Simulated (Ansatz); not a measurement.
The system is NbRu3C.

```xyz
5
Lattice="4.0651 0.0000 0.0000 0.0000 4.0651 0.0000 0.0000 0.0000 4.0651" Properties=species:S:1:pos:R:3 pbc="T T T"
Ru    2.0326    2.0326    0.0000
Ru    2.0326    0.0000    2.0326
Ru    0.0000    2.0326    2.0326
Nb    0.0000    0.0000    0.0000
C     2.0326    2.0326    2.0326
```

The cell comes from a database or a generator and needn't be the stable form of this composition.

* Program: Ansatz 0.2.0
* Task: relaxation of cell and atoms
* Functional: PBEsol
* Potentials or basis: Ansatz PAW
* Cutoff: 420 eV (not typed: the program's choice for these potentials)
* k mesh: 7 × 7 × 7
* Occupations: fermi-dirac, width 0.05 eV
* Spin: no spin polarisation

At the start: volume 13.44 Å³/atom.

Question: Where does the relaxation end?

Answer: It ends after 5 steps and the volume is 12.88 Å³/atom (-4.1 %); space group Pm-3m (No. 221, to 0.05 Å).

Step by step:
```csv
step,energy change (eV),largest force (eV/Å),volume (Å³)
1,0.0000,0.0000,67.18
2,-0.0643,0.0000,62.72
3,-0.1077,0.0000,64.54
4,-0.1080,0.0000,64.42
5,-0.1060,0.0000,64.42
```

Final structure:
```cif
data_structure
_symmetry_space_group_name_H-M 'P 1'
_symmetry_Int_Tables_number 1
_cell_length_a 4.0087
_cell_length_b 4.0087
_cell_length_c 4.0087
_cell_angle_alpha 90.000
_cell_angle_beta 90.000
_cell_angle_gamma 90.000
_cell_volume 64.42
loop_
_atom_site_label
_atom_site_type_symbol
_atom_site_fract_x
_atom_site_fract_y
_atom_site_fract_z
_atom_site_occupancy
Ru1 Ru 0.50000 0.50000 0.00000 1
Ru2 Ru 0.50000 0.00000 0.50000 1
Ru3 Ru 0.00000 0.50000 0.50000 1
Nb1 Nb 0.00000 0.00000 0.00000 1
C1 C 0.50000 0.50000 0.50000 1
```

Caveat: the plane-wave basis is chosen anew once the cell has moved, so the energies of steps on either side of that aren't comparable; the PAW data sets come from PBE, with cores solved anew for the run's functional, which leaves a small shift of forces and pressure.
